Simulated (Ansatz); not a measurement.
**ClF₂H₃SiSn: one species, many methods**

An exercise on one series of results from a longer session: the logs are not shown, and one member is left open.

Computed with Ansatz 0.2.0, Gaussian basis. Level: functionals in def2-TZVPP, the program's frozen cores in correlated methods.

Levels to be run: LDA (SPW92), PBE-D4, revPBE-D4, BLYP-D4, r2SCAN-D4, B97M-V, PBE0-D4, B3LYP-D4, r2SCANh-D4, r2SCAN0-D4, HSE06-D4, BHLYP-D4, CAM-B3LYP-D4, LC-ωPBE, ωB97X-V, ωB97M-V, B2PLYP, PBE-QIDH; CCSD(T)/def2-SVP; CCSD(T)/def2-TZVPP; MP2/def2-QZVPP; extrapolation to the limit; RPA on PBE.

### The relaxed structure

All runs share one geometry, relaxed beforehand with PBE0-D4 in a triple-zeta def2 set. Sn takes the def2 core potential; no spin-orbit term is included.

SMILES `[F][Sn]([F])([SiH3])[Cl]`, 8 atoms, charge 0, spin multiplicity 1.

Atoms are counted from 1 here; the program's logs count them from 0.

Bond lengths: F1–Sn2 1.907 Å, Sn2–F3 1.907 Å, Sn2–Si4 2.563 Å, Sn2–Cl5 2.304 Å, Si4–H6 1.480 Å, Si4–H7 1.480 Å, Si4–H8 1.480 Å. Angles: F1–Sn2–F3 102.4°, F1–Sn2–Si4 112.7°, F1–Sn2–Cl5 105.1°, F3–Sn2–Si4 112.6°, F3–Sn2–Cl5 105.1°, Si4–Sn2–Cl5 117.5°, Sn2–Si4–H6 106.9°, Sn2–Si4–H7 106.6°, Sn2–Si4–H8 106.6°, H6–Si4–H7 112.2°, H6–Si4–H8 112.2°, H7–Si4–H8 112.0°.

The first run:

File in.yaml:

```yaml
crystal:
  periodic: [false, false, false]
  atoms:
    - {symbol: F, position_ang: [1.750692, 0.213131, -1.883186]}
    - {symbol: Sn, position_ang: [0.869468, 0.675623, -0.256508]}
    - {symbol: F, position_ang: [2.287654, 0.594992, 1.015845]}
    - {symbol: Si, position_ang: [-1.056254, -0.917713, 0.311280]}
    - {symbol: Cl, position_ang: [0.371186, 2.915471, -0.459239]}
    - {symbol: H, position_ang: [-0.482663, -2.280688, 0.371018]}
    - {symbol: H, position_ang: [-1.594796, -0.480012, 1.618433]}
    - {symbol: H, position_ang: [-2.053088, -0.777804, -0.773642]}
basis:
  gaussian: {orbitals: def2-TZVPP}
hamiltonian: {xc: lda}
output: {orbitals: {seedname: orbitals}}
```

Steps of the session up to this table: LDA; PBE-D4 (GGA); revPBE-D4 (GGA); BLYP-D4 (GGA); r2SCAN-D4 (meta-GGA); B97M-V (meta-GGA); PBE0-D4 (hybrid); B3LYP-D4 (hybrid); r2SCANh-D4 (hybrid); r2SCAN0-D4 (hybrid); HSE06-D4 (hybrid); BHLYP-D4 (hybrid); CAM-B3LYP-D4 (range-separated); LC-ωPBE-D4 (range-separated; the results give it without D4); ωB97X-V (range-separated); ωB97M-V (range-separated); B2PLYP (double hybrid); PBE-QIDH (double hybrid).

One of the session's tables, all rows but one given; the rest of the session is left out.

It belongs to the step «Frontier levels by functional». 

| functional | HOMO (eV) | LUMO (eV) | gap (eV) |
| --- | --- | --- | --- |
| LDA (SPW92) | -8.02 | -3.24 | 4.77 |
| PBE-D4 | -7.85 | -2.92 | 4.93 |
| revPBE-D4 | -7.79 | -2.80 | 4.99 |
| BLYP-D4 | -7.69 | -2.85 | 4.85 |
| r2SCAN-D4 | -8.20 | -2.67 | 5.53 |
| B97M-V | -8.29 | -2.68 | 5.61 |
| PBE0-D4 | -9.16 | -2.02 | 7.14 |
| B3LYP-D4 | -8.91 | -2.31 | 6.60 |
| r2SCANh-D4 | ? | ? | ? |
| r2SCAN0-D4 | -9.38 | -1.87 | 7.51 |
| HSE06-D4 | -8.76 | -2.39 | 6.37 |
| BHLYP-D4 | -10.28 | -1.05 | 9.23 |
| CAM-B3LYP-D4 | -10.43 | -1.03 | 9.40 |
| LC-ωPBE | -11.72 | 0.20 | 11.92 |
| ωB97X-V | -11.39 | 0.11 | 11.50 |
| ωB97M-V | -11.21 | -0.09 | 11.12 |

Estimate the missing values for r2SCANh-D4.

Worked estimate for «HOMO (eV)». Against the share of exact exchange, r2SCAN-D4 (0, -8.20), r2SCAN0-D4 (0.25, -9.38) give a slope of -4.72 per unit share; at 0.1 the line stands at -8.67.

As computed: HOMO (eV): -8.67; LUMO (eV): -2.35; gap (eV): 6.32. In «HOMO (eV)» the line misses by 0.00.
